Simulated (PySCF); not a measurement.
**CH5ClGeO2 (SMILES C[O][GeH]([OH])[Cl]): levels of theory compared**

Aim: a comparison of 6 runs (HF/STO-3G, HF/def2-SVP, TPSSh/6-31G, B3LYP/6-31G*, B2PLYP/def2-TZVP) of CH5ClGeO2. 

Program for the calculation: PySCF 2.14.0.

## 1. The system as given

CH5ClGeO2 has 10 atoms, charge 0, and is taken as a singlet. As SMILES, `C[O][GeH]([OH])[Cl]`. The coordinates come from a PBE0-D4/def2-TZVP relaxation. This is one conformer, not always the lowest.

Bond lengths: C1–O2 1.413 Å, O2–Ge3 1.758 Å, Ge3–O4 1.750 Å, Ge3–Cl5 2.153 Å, C1–H6 1.097 Å, C1–H7 1.091 Å, C1–H8 1.095 Å, Ge3–H9 1.526 Å, O4–H10 0.961 Å. Some angles: C1–O2–Ge3 121.0°, O2–Ge3–O4 106.3°, O2–Ge3–Cl5 107.2°, O4–Ge3–Cl5 110.7°, O2–C1–H6 111.9°, O2–C1–H7 107.5°, O2–C1–H8 111.8°, O2–Ge3–H9 114.8°, O4–Ge3–H9 108.7°, Cl5–Ge3–H9 109.1°.

## 2. Energy and forces at HF/STO-3G (run 1)

File input.py:

```python
from pyscf import gto, scf

mol = gto.Mole()
mol.atom = '''
C     -1.049100    -1.233800    -0.362700
O      0.258400    -0.776800    -0.083700
Ge     0.540300     0.847800     0.524900
O      2.271600     1.097200     0.475400
Cl    -0.464600     2.208700    -0.807200
H     -1.666500    -1.281700     0.542300
H     -0.963600    -2.241700    -0.772600
H     -1.553400    -0.598800    -1.098400
H      0.051400     1.092200     1.950000
H      2.658700     0.835900    -0.364900
'''
mol.basis = 'sto-3g'
mol.max_memory = 1860
mol.verbose = 4
mol.charge = 0
mol.build()

myscf = scf.RHF(mol)
myscf.conv_tol = 1e-10
myscf.kernel()
if not myscf.converged:
    myscf = myscf.newton().run(myscf.mo_coeff, myscf.mo_occ)

etot = myscf.e_tot
print('E = %.10f Eh' % etot)
grad = myscf.nuc_grad_method().kernel()
myscf.analyze()
```

On the command line:

```
$ OMP_NUM_THREADS=1 python input.py
```

The program printed:

```text
PySCF version 2.14.0

[... 80 lines left out ...]
One-electron Energy =                -4764.174747397823921
[... 6 lines left out ...]
MO #2   energy= -103.626727321128  occ= 2
[... 4 lines left out ...]
MO #7   energy= -20.2258061624375  occ= 2
[... 4 lines left out ...]
MO #12  energy= -7.75934597234111  occ= 2
[... 4 lines left out ...]
MO #17  energy= -4.62492928849417  occ= 2
[... 4 lines left out ...]
MO #22  energy= -0.768733987425035 occ= 2
[... 4 lines left out ...]
MO #27  energy= -0.671184302622821 occ= 2
[... 4 lines left out ...]
MO #32  energy= -0.480677895268726 occ= 2
[... 4 lines left out ...]
MO #37  energy= -0.353910961345733 occ= 2
[... 4 lines left out ...]
MO #42  energy= 0.503376453910722  occ= 0
[... 4 lines left out ...]
MO #47  energy= 0.745298151128212  occ= 0
[... 21 lines left out ...]
pop of  2 Ge 3pz          1.99883
pop of  2 Ge 4px          0.67320
pop of  2 Ge 4py          0.63469
pop of  2 Ge 4pz          0.78054
pop of  2 Ge 3dxy         1.99749
pop of  2 Ge 3dyz         1.99284
pop of  2 Ge 3dz^2        1.98872
pop of  2 Ge 3dxz         1.99551
pop of  2 Ge 3dx2-y2      1.98494
pop of  3 O 1s            1.99990
pop of  3 O 2s            1.69923
pop of  3 O 2px           1.34006
pop of  3 O 2py           1.87057
pop of  3 O 2pz           1.43119
pop of  4 Cl 1s           2.00000
pop of  4 Cl 2s           1.99989
pop of  4 Cl 3s           1.93029
pop of  4 Cl 2px          1.99992
pop of  4 Cl 2py          1.99986
pop of  4 Cl 2pz          1.99987
pop of  4 Cl 3px          1.86007
pop of  4 Cl 3py          1.77133
pop of  4 Cl 3pz          1.78187
pop of  5 H 1s            0.97714
pop of  6 H 1s            0.96028
pop of  7 H 1s            0.96830
pop of  8 H 1s            1.10313
pop of  9 H 1s            0.86165
 ** Mulliken atomic charges  **
charge of    0C =     -0.00507
charge of    1O =     -0.32066
charge of    2Ge =      0.88028
charge of    3O =     -0.34095
charge of    4Cl =     -0.34310
charge of    5H =      0.02286
charge of    6H =      0.03972
charge of    7H =      0.03170
charge of    8H =     -0.10313
charge of    9H =      0.13835
Dipole moment(X, Y, Z, Debye): -0.03818, -1.74573,  0.99802
```

Run time: 11 s. Hardware: 1 thread of Intel Xeon at 2.50GHz (Skylake/Cascade Lake), shared host; peak memory 0.12 GiB.

## 3. Energy and gradient at HF/def2-SVP (run 2)

File job.py:

```python
import pyscf.grad
from pyscf import gto

molecule = gto.M(
    atom=[
    ('C', (-1.049100, -1.233800, -0.362700)),
    ('O', (0.258400, -0.776800, -0.083700)),
    ('Ge', (0.540300, 0.847800, 0.524900)),
    ('O', (2.271600, 1.097200, 0.475400)),
    ('Cl', (-0.464600, 2.208700, -0.807200)),
    ('H', (-1.666500, -1.281700, 0.542300)),
    ('H', (-0.963600, -2.241700, -0.772600)),
    ('H', (-1.553400, -0.598800, -1.098400)),
    ('H', (0.051400, 1.092200, 1.950000)),
    ('H', (2.658700, 0.835900, -0.364900)),
],
    max_memory=1860,
    verbose=4,
    basis='def2-svp',
)

mf = molecule.RHF()
mf.conv_tol = 1e-10
mf.kernel()
if not mf.converged:
    mf = mf.newton().run(mf.mo_coeff, mf.mo_occ)

etot = mf.e_tot
print(f'total energy: {etot:.8f} hartree')
grad = mf.Gradients().kernel()
mf.analyze()
```

On the command line:

```
$ OMP_NUM_THREADS=1 python job.py
```

The program printed:

```text
PySCF version 2.14.0

[... 81 lines left out ...]
Nuclear Repulsion Energy =             498.709005558230103
[... 12 lines left out ...]
MO #7   energy= -20.5656759995571  occ= 2
[... 10 lines left out ...]
MO #18  energy= -1.71405606015536  occ= 2
[... 10 lines left out ...]
MO #29  energy= -0.641992981013257 occ= 2
[... 10 lines left out ...]
MO #40  energy= 0.163682595019701  occ= 0
[... 10 lines left out ...]
MO #51  energy= 0.524446328802798  occ= 0
[... 10 lines left out ...]
MO #62  energy= 0.888105713402691  occ= 0
[... 10 lines left out ...]
MO #73  energy= 1.24922025097604   occ= 0
[... 10 lines left out ...]
MO #84  energy= 1.76099655389604   occ= 0
[... 10 lines left out ...]
MO #95  energy= 2.21458609766196   occ= 0
[... 10 lines left out ...]
MO #106 energy= 3.03815332558189   occ= 0
[... 10 lines left out ...]
MO #117 energy= 4.0991186000639    occ= 0
[... 91 lines left out ...]
pop of  4 Cl 3dz^2        0.00128
pop of  4 Cl 3dxz         0.00257
pop of  4 Cl 3dx2-y2      0.00130
pop of  5 H 1s            0.92053
pop of  5 H 2s            0.00845
pop of  5 H 2px           0.00075
pop of  5 H 2py           0.00009
pop of  5 H 2pz           0.00139
pop of  6 H 1s            0.89199
pop of  6 H 2s            0.01001
pop of  6 H 2px           0.00016
pop of  6 H 2py           0.00166
pop of  6 H 2pz           0.00031
pop of  7 H 1s            0.90953
pop of  7 H 2s            0.00973
pop of  7 H 2px           0.00053
pop of  7 H 2py           0.00074
pop of  7 H 2pz           0.00107
pop of  8 H 1s            1.10181
pop of  8 H 2s            0.00403
pop of  8 H 2px           0.00054
pop of  8 H 2py           0.00022
pop of  8 H 2pz           0.00420
pop of  9 H 1s            0.64864
pop of  9 H 2s            0.01331
pop of  9 H 2px           0.00178
pop of  9 H 2py           0.00162
pop of  9 H 2pz           0.00200
 ** Mulliken atomic charges  **
charge of    0C =      0.01028
charge of    1O =     -0.67151
charge of    2Ge =      1.28176
charge of    3O =     -0.73494
charge of    4Cl =     -0.35050
charge of    5H =      0.06879
charge of    6H =      0.09588
charge of    7H =      0.07840
charge of    8H =     -0.11080
charge of    9H =      0.33265
Dipole moment(X, Y, Z, Debye): -1.15020, -1.19007, -0.00360
```

Run time: 59 s. Hardware: 1 thread of Intel Xeon at 2.50GHz (Skylake/Cascade Lake), shared host; peak memory 0.3 GiB.

Runs 3 to 5 aren't shown in full; the table further down has their settings and results.

## 4. A single-point energy at B2PLYP/def2-TZVP (run 6)

File run.py:

```python
# C[O][GeH]([OH])[Cl]
from pyscf import gto, dft, mp

mol = gto.M(
    atom='''
C     -1.982512    -2.331544    -0.685404
O      0.488305    -1.467939    -0.158170
Ge     1.021019     1.602110     0.991917
O      4.292702     2.073408     0.898376
Cl    -0.877967     4.173838    -1.525387
H     -3.149229    -2.422062     1.024798
H     -1.820940    -4.236199    -1.460002
H     -2.935501    -1.131568    -2.075675
H      0.097132     2.063959     3.684966
H      5.024215     1.579622    -0.689561
''',
    basis='def2-tzvp',
    max_memory=1860,
    verbose=3,
    unit='bohr',
)

calc0 = dft.RKS(mol)
calc0.xc = '0.53*HF + 0.47*B88, 0.73*LYP'
calc0.grids.level = 5
calc0.conv_tol = 1e-10
calc0.kernel()
if not calc0.converged:
    calc0 = calc0.newton().run(calc0.mo_coeff, calc0.mo_occ)

pt = mp.MP2(calc0, frozen=17).run()
e_final = calc0.e_tot + 0.27 * pt.e_corr
print('PT2 part  %.8f' % (0.27 * pt.e_corr))
print(f'total energy: {e_final:.8f} hartree')
calc0.analyze()
```

On the command line:

```
$ OMP_NUM_THREADS=1 python run.py
```

The program printed:

```text
converged SCF energy = -2727.95988718961
[... 14 lines left out ...]
MO #10  energy= -9.90872018769279  occ= 2
[... 17 lines left out ...]
MO #28  energy= -0.575924628439929 occ= 2
[... 17 lines left out ...]
MO #46  energy= 0.170991027287791  occ= 0
[... 17 lines left out ...]
MO #64  energy= 0.501437664779981  occ= 0
[... 17 lines left out ...]
MO #82  energy= 0.9038869762809    occ= 0
[... 17 lines left out ...]
MO #100 energy= 1.50175149050387   occ= 0
[... 17 lines left out ...]
MO #118 energy= 2.04646667359029   occ= 0
[... 17 lines left out ...]
MO #136 energy= 2.43856071079371   occ= 0
[... 17 lines left out ...]
MO #154 energy= 3.06292820085075   occ= 0
[... 17 lines left out ...]
MO #172 energy= 4.48266869284095   occ= 0
[... 17 lines left out ...]
MO #190 energy= 6.20735876048282   occ= 0
[... 17 lines left out ...]
MO #208 energy= 44.4939487625311   occ= 0
[... 11 lines left out ...]
Dipole moment(X, Y, Z, Debye): -0.91246, -1.21851,  0.03187
```

Wall time 12 min (1 thread of Intel Xeon at 2.50GHz (Skylake/Cascade Lake), shared host); peak memory 1.8 GiB.

## 5. All runs side by side

```tsv
run	level	integration grid	Cartesian functions	energy (Eh)	dipole moment (D)	HOMO energy (eV)	LUMO energy (eV)	wall time
1	HF/STO-3G	–	no	-2694.429453	2.01	-9.54	8.57	11 s
2	HF/def2-SVP	–	no	-2724.898176	1.66	-12.39	4.29	59 s
3	TPSSh/6-31G	5	no	-2728.366286	2.07	-7.59	-0.84	2.5 min
4	B3LYP/6-31G* (spherical functions)	5	no	-2728.580296	1.60	-7.98	-0.16	2.9 min
5	B3LYP/6-31G* (Cartesian functions)	5	yes	-2728.593057	1.60	-7.99	-0.19	2.8 min
6	B2PLYP/def2-TZVP	5	no	-2728.311866	1.52	-9.96	1.30	12 min
```

## 6. Summary of results

| quantity | value |
| --- | --- |
| run 6: total energy | -2728.31187 Eh |
| run 6: dipole moment (SCF part) | 1.52 D |
| run 6: HOMO energy (SCF part's orbitals) | -9.96 eV |
| run 6: LUMO energy (SCF part's orbitals) | 1.30 eV |
| run 6: HOMO–LUMO gap (SCF part's orbitals) | 11.26 eV |

The dipole moment (its size) runs from 1.52 D (B2PLYP/def2-TZVP) to 2.07 D (TPSSh/6-31G). The two ends differ in method and basis. A double hybrid's value is that of its SCF part. The HOMO–LUMO gap runs from 6.75 eV (TPSSh/6-31G) to 18.11 eV (HF/STO-3G). Totals of different functionals can't be ranked against each other. In run 1 the basis is minimal, so the values are rough. All runs together took 21 min, the longest 12 min.
